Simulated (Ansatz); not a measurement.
# InAs: the cost of one run

Program: Ansatz 0.2.0. Level of theory: DFT PBE, scalar-relativistic, plane waves, PAW. These are calculated values, not measurements.

The COD entry's cell or inner coordinates are ideal or old and differ from later refinements, so a difference from it is no clean test against experiment.

## 1. The system as given

The structure is cubic, space group F-43m (No. 216). The conventional cell has a = 6.048 Å, b = 6.048 Å, c = 6.048 Å, α = 90.00°, β = 90.00°, γ = 90.00°. In (site symmetry -43m) has 4 As at 2.62 Å as nearest neighbours. As (site symmetry -43m) is surrounded by 4 In at 2.62 Å.

Structure file:

```cif
data_structure
_symmetry_space_group_name_H-M 'P 1'
_symmetry_Int_Tables_number 1
_cell_length_a 4.2766
_cell_length_b 4.2766
_cell_length_c 4.2766
_cell_angle_alpha 60.000
_cell_angle_beta 60.000
_cell_angle_gamma 60.000
_cell_volume 55.31
loop_
_atom_site_label
_atom_site_type_symbol
_atom_site_fract_x
_atom_site_fract_y
_atom_site_fract_z
_atom_site_occupancy
In1 In 0.00000 0.00000 0.00000 1
As1 As 0.75000 0.75000 0.75000 1
```

The cell is taken as given, not relaxed at this level.

## 2. The undisturbed cell

File input.yaml:

```yaml
crystal:
  lattice:
    - [0.0, 3.024, 3.024]
    - [3.024, 0.0, 3.024]
    - [3.024, 3.024, 0.0]
  atoms:
    - { symbol: In, position: [0.0, 0.0, 0.0] }
    - { symbol: As, position: [0.75, 0.75, 0.75] }
basis:
  ecutwfc: 420
kpoints:
  mp_grid: { grid: [16, 16, 16] }
hamiltonian:
  xc: pbe
scf:
  occupations: { method: gaussian, width: 0.02 }
output:
  forces: true
  stress: true
  eigenvalues: true
```

The run is started by

```sh
> ansatz run input.yaml --threads 1 --pin off --max-ram 2560MiB --backend cpu --events-out ev --progress --plain --runs-dir out
```

**Question.** How long does this run take on 1 thread of Intel Xeon at 2.50GHz (Skylake/Cascade Lake), shared host, and how much memory does it need?

About 26 s, with a peak of 0.46 GiB.
